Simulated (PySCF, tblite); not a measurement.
**C₅H₉OSi radical: geometry, infrared bands and EPR parameters**

Wanted: the infrared bands and EPR parameters of C₅H₉OSi radical (`[SiH2]OC1CC=CC1`), by calculation.

Programs: tblite 0.8.0 and PySCF 2.14.0, with density-fitted response routines of our own. Each step states its level of theory. These are calculated values for one molecule in the gas phase, unless marked as measured. Atoms are numbered from 0 throughout.

### Step 1. The molecule as given

16 atoms, charge 0, multiplicity 2; geometry from: force field or distance geometry start.

Bonds of the start (Å): Si0–O1 1.68, O1–C2 1.44, C2–C3 1.53, C3–C4 1.50, C4–C5 1.35, C5–C6 1.50, C6–C2 1.55, Si0–H7 1.47, Si0–H8 1.48, C2–H9 1.09, C3–H10 1.11, C3–H11 1.09, C4–H12 1.09, C5–H13 1.07, C6–H14 1.09, C6–H15 1.08.

### Step 2. Relaxing the molecule with GFN2-xTB

The job: settings as JSON, then the geometry in Å.

```
{"job": {"kind": "relax", "xc": "GFN2-xTB", "basis": "xTB"}, "charge": 0, "multiplicity": 2}
Si     2.622500     1.155900    -0.755600
O      0.950600     1.081200    -0.645200
C      0.329800    -0.198900    -0.437100
C      0.021700    -0.420700     1.045600
C     -1.420000    -0.052800     1.197200
C     -2.013300     0.096200    -0.002700
C     -1.057800    -0.156100    -1.130900
H      3.041000     0.375000    -1.933900
H      3.202800     0.508200     0.446500
H      0.922600    -1.008100    -0.860100
H      0.142700    -1.484900     1.319700
H      0.644000     0.183500     1.709700
H     -1.922200     0.067100     2.152300
H     -3.045200     0.349100    -0.147500
H     -1.300900    -1.115500    -1.584600
H     -1.126000     0.629900    -1.871500
```

Command:

```
> OMP_NUM_THREADS=1 python probes_run.py task.json out
```

This one command runs all jobs of the session in turn.

What it wrote:

```text
step      E/eV     max force
  0    -572.87880    1.632
  1    -572.95780    1.477
  2    -572.99475    0.426
  3    -573.00720    0.295
  4    -573.01779    0.234
  5    -573.02152    0.229
  6    -573.02717    0.218
  7    -573.03077    0.197
  8    -573.03385    0.142
  9    -573.03637    0.140
 10    -573.03972    0.181
 11    -573.04418    0.242
 12    -573.04946    0.249
 13    -573.05437    0.194
 14    -573.05825    0.151
 15    -573.06106    0.126
 16    -573.06311    0.101
 17    -573.06453    0.087
 18    -573.06553    0.081
 19    -573.06636    0.081
 20    -573.06707    0.084
 21    -573.06767    0.069
 22    -573.06820    0.073
 23    -573.06866    0.057
 24    -573.06903    0.044
 25    -573.06928    0.035
 26    -573.06945    0.035
 27    -573.06960    0.030
 28    -573.06972    0.023
 29    -573.06980    0.021
 30    -573.06985    0.019
 31    -573.06989    0.017
 32    -573.06992    0.014
 33    -573.06995    0.014
 34    -573.06998    0.017
 35    -573.07002    0.020
 36    -573.07008    0.022
 37    -573.07015    0.023
 38    -573.07022    0.023
 39    -573.07030    0.024
 40    -573.07043    0.028
 41    -573.07064    0.041
 42    -573.07096    0.051
 43    -573.07131    0.057
 44    -573.07169    0.051
 45    -573.07213    0.054
 46    -573.07256    0.055
 47    -573.07297    0.052
 48    -573.07330    0.044
 49    -573.07354    0.031
 50    -573.07373    0.030
 51    -573.07385    0.027
 52    -573.07382    0.049
 53    -573.07398    0.022
 54    -573.07401    0.020
 55    -573.07415    0.025
 56    -573.07423    0.028
 57    -573.07436    0.021
 58    -573.07443    0.019
 59    -573.07448    0.020
 60    -573.07453    0.023
 61    -573.07463    0.025
 62    -573.07477    0.035
 63    -573.07494    0.034
 64    -573.07506    0.020
 65    -573.07511    0.016
 66    -573.07515    0.016
 67    -573.07522    0.029
 68    -573.07532    0.038
 69    -573.07545    0.034
 70    -573.07558    0.035
 71    -573.07571    0.030
 72    -573.07586    0.034
 73    -573.07615    0.052
 74    -573.07641    0.047
 75    -573.07664    0.026
 76    -573.07676    0.025
 77    -573.07687    0.024
 78    -573.07698    0.027
 79    -573.07711    0.026
 80    -573.07723    0.027
 81    -573.07731    0.023
 82    -573.07737    0.019
 83    -573.07741    0.016
 84    -573.07744    0.012
 85    -573.07748    0.015
 86    -573.07751    0.013
 87    -573.07754    0.013
 88    -573.07757    0.012
 89    -573.07758    0.011
 90    -573.07759    0.012
 91    -573.07761    0.009
```

Run time: 1.7 s. Hardware: 1 thread of Intel Xeon at 2.50GHz, shared host.

Step by step: (not every step is listed)

```tsv
step	energy from step 0 (eV)	largest force (eV/Å)
0	0.0000	1.6319
1	-0.0790	1.4770
2	-0.1159	0.4260
3	-0.1284	0.2948
4	-0.1390	0.2345
5	-0.1427	0.2293
6	-0.1484	0.2177
7	-0.1520	0.1973
8	-0.1551	0.1418
15	-0.1823	0.1264
22	-0.1894	0.0731
29	-0.1910	0.0207
36	-0.1913	0.0217
43	-0.1925	0.0570
50	-0.1949	0.0301
57	-0.1956	0.0207
64	-0.1963	0.0204
71	-0.1969	0.0299
78	-0.1982	0.0266
85	-0.1987	0.0145
86	-0.1987	0.0126
87	-0.1987	0.0127
88	-0.1988	0.0119
89	-0.1988	0.0114
90	-0.1988	0.0117
91	-0.1988	0.0088
```

Close pairs (by a distance rule), those that changed most:

```tsv
bond	before (Å)	after (Å)	change (Å)
Si0–O1	1.677	1.616	-0.061
O1–C2	1.438	1.409	-0.029
C4–C5	1.347	1.321	-0.026
Si0–H8	1.484	1.458	-0.025
Si0–H7	1.474	1.458	-0.016
C3–H10	1.106	1.092	-0.013
C2–C3	1.531	1.543	+0.013
C6–H15	1.082	1.092	+0.010
```

The end geometry stands in the next job.

### Step 3. Vibrational analysis with GFN2-xTB

The job: settings as JSON, then the geometry in Å.

```
{"job": {"kind": "ir", "xc": "GFN2-xTB", "basis": "xTB"}, "charge": 0, "multiplicity": 2}
Si     2.654490     1.008126    -0.783807
O      1.048288     0.844181    -0.859146
C      0.244518    -0.264824    -0.528291
C      0.042943    -0.387833     0.996872
C     -1.418922    -0.141161     1.202896
C     -2.064762     0.035593     0.064558
C     -1.162552    -0.060537    -1.125052
H      3.351269     0.053757    -1.637738
H      3.183760     1.005745     0.574957
H      0.717632    -1.168256    -0.931839
H      0.339220    -1.372462     1.365666
H      0.645355     0.361239     1.514878
H     -1.844917    -0.112799     2.190946
H     -3.116184     0.235167    -0.047807
H     -1.449356    -0.885608    -1.780198
H     -1.178379     0.858618    -1.714971
```

What it wrote:

```text
mode    cm-1     km/mol
  1      19.9      0.88
  2      51.8      1.48
  3     136.3      0.09
  4     165.8      1.20
  5     333.8      0.78
  6     357.2      0.87
  7     411.1      1.50
  8     579.9     74.98
  9     627.8     93.71
 10     661.5      5.16
 11     719.0     20.99
 12     752.5      0.10
 13     785.4     14.33
 14     793.7    183.23
 15     874.8      0.03
 16     912.3      2.42
 17     947.1     47.43
 18     989.5     16.57
 19    1005.2     45.11
 20    1041.7      4.48
 21    1067.6     99.75
 22    1097.4      0.14
 23    1108.3      2.37
 24    1122.7      0.34
 25    1172.6     33.96
 26    1239.6      3.70
 27    1268.8      4.65
 28    1288.0      1.26
 29    1316.7      9.63
 30    1325.3     14.91
 31    1451.7      4.70
 32    1453.6      1.39
 33    1708.0      5.21
 34    2270.8    544.13
 35    2298.6    107.60
 36    2886.6     52.88
 37    2953.2     34.14
 38    2958.1     49.45
 39    2977.6     13.48
 40    2979.5     41.77
 41    3111.0     17.87
 42    3127.5     66.35
```

Run time: 1.4 s. Hardware: 1 thread of Intel Xeon at 2.50GHz, shared host.

Which atoms move in the most intense modes:

```tsv
cm⁻¹	km/mol	atoms
580	75.0	H7 47 %, H8 36 %
628	93.7	H8 45 %, H7 34 %, Si0 13 %
794	183.2	H8 45 %, H7 45 %
1068	99.8	O1 34 %, C2 24 %
2271	544.1	H8 58 %, H7 37 %
2299	107.6	H7 59 %, H8 39 %
2887	52.9	H9 92 %
3128	66.3	H13 55 %, H12 36 %
```

### Step 4. EPR parameters: B3LYP/pcH-1

The job, as its differences from that of step 3:

```diff
@@ -1,2 +1,2 @@
-{"job": {"kind": "ir", "xc": "GFN2-xTB", "basis": "xTB"}, "charge": 0, "multiplicity": 2}
+{"job": {"kind": "epr", "basis": "pcH-1"}, "charge": 0, "multiplicity": 2}
 Si     2.654490     1.008126    -0.783807
```

Level: UKS B3LYP, pcH-1 on C H O Si, non-relativistic, mean-field spin-orbit, GIAO.

What it wrote:

```text
UKS, coarse grid
  cycle   1  E = -560.51921946  |g| = 5.74e-01
  cycle   2  E = -560.23997461  |g| = 1.02e+00
  cycle   3  E = -560.63667314  |g| = 1.21e-01
  cycle   4  E = -560.64183530  |g| = 4.96e-02
  cycle   5  E = -560.64300218  |g| = 7.44e-03
  cycle   6  E = -560.64302292  |g| = 3.46e-03
  cycle   7  E = -560.64302879  |g| = 1.31e-03
  cycle   8  E = -560.64302889  |g| = 4.78e-04
UKS, final grid
  cycle   1  E = -560.64298691  |g| = 7.23e-04
  cycle   2  E = -560.64298644  |g| = 1.23e-03
  cycle   3  E = -560.64298715  |g| = 1.15e-04
  cycle   4  E = -560.64298716  |g| = 1.78e-05
E = -560.64298716 Eh   <S^2> = 0.7511 (exact 0.7500)
g shifts (ppm)      1          2          3
  rmc          -141       -141       -141
  gc             67         22         64
  oz_so        -667        -26       1923
  total        -741       -144       1846
hyperfine (MHz)  atom isotope    a_iso     a_fc   dipolar eigenvalues
    0  29Si    -607.35    -608.40   -165.07     82.23     82.83
    1   17O     -79.69     -79.63    -10.21      4.51      5.70
    2   13C      32.48      32.48     -3.17     -3.01      6.18
    3   13C      -1.03      -1.03     -0.49     -0.02      0.51
    4   13C      -0.06      -0.06     -0.18     -0.14      0.31
    5   13C       0.71       0.71     -0.18     -0.14      0.33
    6   13C      -1.32      -1.31     -0.32     -0.22      0.54
    7    1H      64.86      64.84     -9.53      0.93      8.59
    8    1H      73.38      73.36     -9.56      1.08      8.48
    9    1H      -2.25      -2.25     -2.88     -0.97      3.85
   10    1H       1.61       1.61     -0.98     -0.79      1.77
   11    1H      -0.09      -0.09     -1.65     -1.46      3.11
   12    1H       0.16       0.16     -0.41     -0.40      0.80
   13    1H       0.41       0.41     -0.37     -0.35      0.72
   14    1H       0.10       0.10     -0.71     -0.66      1.37
   15    1H       0.25       0.25     -1.28     -1.09      2.37
```

Run time: 2.7 min. Hardware: 1 thread of Intel Xeon at 2.50GHz, shared host; peak memory 0.96 GiB.

Principal g values 2.00158, 2.00218, 2.00417; g(iso) = 2.00264, against 2.00232 for a free electron.

Hyperfine couplings; where a row names several nuclei, a(iso) is their mean (it holds for fast rotation or exchange) and the dipolar term the largest among them:

```tsv
nuclei	isotope	a(iso) (MHz)	a(iso) (G, at g = 2.0023)	largest dipolar term (MHz)
Si0	29Si	-607.3	-216.7	-165.1
O1	17O	-79.7	-28.4	-10.2
H7, H8	1H	69.1	24.7	-9.6
C2	13C	32.5	11.6	6.2
H9	1H	-2.3	-0.8	3.8
C3, C6	13C	-1.2	-0.4	0.5
H10, H14	1H	0.9	0.3	1.8
C4, C5	13C	0.3	0.1	0.3
H12, H13	1H	0.3	0.1	0.8
H11, H15	1H	0.1	0.0	3.1
```

Mulliken spin populations:

Si0 0.94; O1 0.00; C2 0.02; C3 0.00; C4 0.00; C5 0.00; C6 0.00; H7 0.02; H8 0.02; H9 0.00; H10 0.00; H11 0.00; H12 0.00; H13 0.00; H14 0.00; H15 0.00

In first order the couplings over 0.8 MHz of 1H give 18 distinct lines over 50.7 G, if the averaged nuclei exchange fast.

Orbitals, density, ELF and potential are computed afterwards from the orbital file.

ELF in a plane through or near 8 of the atoms.

Values, 10 rows by 14 columns:
```
0.00 0.00 0.00 0.00 0.00 0.00 0.00 0.00 0.00 0.00 0.00 0.00 0.00 0.00
0.00 0.00 0.00 0.00 0.00 0.00 0.00 0.01 0.02 0.00 0.00 0.00 0.00 0.00
0.00 0.00 0.01 0.02 0.01 0.00 0.00 0.40 0.41 0.03 0.00 0.00 0.00 0.00
0.00 0.01 0.28 0.60 0.12 0.54 0.10 0.68 0.81 0.12 0.19 0.29 0.00 0.00
0.00 0.02 0.61 0.66 0.09 0.85 0.71 0.65 0.59 0.60 0.99 0.98 0.00 0.00
0.00 0.00 0.12 0.17 0.15 0.66 0.27 0.37 0.28 0.49 0.67 0.51 0.00 0.00
0.00 0.00 0.50 1.00 0.98 0.03 0.71 0.63 0.74 0.53 0.13 0.00 0.00 0.00
0.00 0.00 0.61 0.99 0.90 0.02 0.99 0.83 0.17 1.00 0.98 0.05 0.00 0.00
0.00 0.00 0.01 0.18 0.06 0.00 0.41 0.10 0.01 0.89 0.66 0.00 0.00 0.00
0.00 0.00 0.00 0.00 0.00 0.00 0.00 0.00 0.00 0.00 0.00 0.00 0.00 0.00
```
The map spans 12.3 Å across and 9.0 Å up, centred on the molecule. Atoms in the plane (x, y in Å): Si0 (-2.8, 0.2), O1 (-1.3, 0.6), C4 (1.6, -1.0), C5 (2.0, 0.2), H8 (-3.1, -1.2), H11 (-0.4, -1.7), H12 (2.2, -1.9), H13 (3.0, 0.5).

log10 of the density (e/Å³) in the same plane.

Ten even steps from '0' (-4.0) to '9' (1.6):
```
0000000000000000000000000000
0000000000000000000000000000
0000000000000122221000000000
0000011110011233332100000000
0001222222222345543211000000
0012233333333456654322100000
0022445545555567765443320000
0123456656676667766555431000
0123566666787667777776431000
0123567987787666679776531000
0123456776666665677765431000
0012456665555666677654320000
0012456765456676787653210000
0012456654457776677654210000
0002344443356665567653210000
0001233333345544455543200000
0000122222233333344432100000
0000011111112222222221000000
0000000000000000000000000000
0000000000000000000000000000
```
The map spans 12.3 Å across and 9.0 Å up, centred on the molecule. Atoms in the plane (x, y in Å): Si0 (-2.8, 0.2), O1 (-1.3, 0.6), C4 (1.6, -1.0), C5 (2.0, 0.2), H8 (-3.1, -1.2), H11 (-0.4, -1.7), H12 (2.2, -1.9), H13 (3.0, 0.5).

On the surface of density 0.002 e/bohr³ the electrostatic potential runs, from the 1st to the 99th percentile, from -1.04 V near O1 to 0.88 V near H8.

The spin density lies nearest to Si0 66 %; H8 14 %; H7 10 %; O1 6 %.

### Step 5. Outcome

| quantity | value |
| --- | --- |
| strongest single infrared mode (GFN2-xTB) | 2271 cm⁻¹, 544 km/mol |
| zero-point energy (GFN2-xTB) | 77.7 kcal/mol |
| g(iso) (B3LYP) | 2.00264 |
| ⟨S²⟩ | 0.751 (exact 0.75) |
| largest a(iso) (averaged by class) | 29Si on Si0, -607.3 MHz |
| surface potential, 1st and 99th percentile | -1.04 V and 0.88 V |

Relaxing lowered the energy by 0.199 eV in 91 steps; the close pair that moved most is Si0–O1, from 1.677 to 1.616 Å. No mode is imaginary among the 42: a minimum at this level. The strongest single mode, at 2271 cm⁻¹, moves mainly H8 and H7. Unscaled tight-binding wavenumbers are off by several per cent, some by more. Its intensities can rank the bands wrongly. Most of the unpaired spin sits on Si0 (0.94 e). The isotropic g lies 0.3 ppt above the free-electron value.
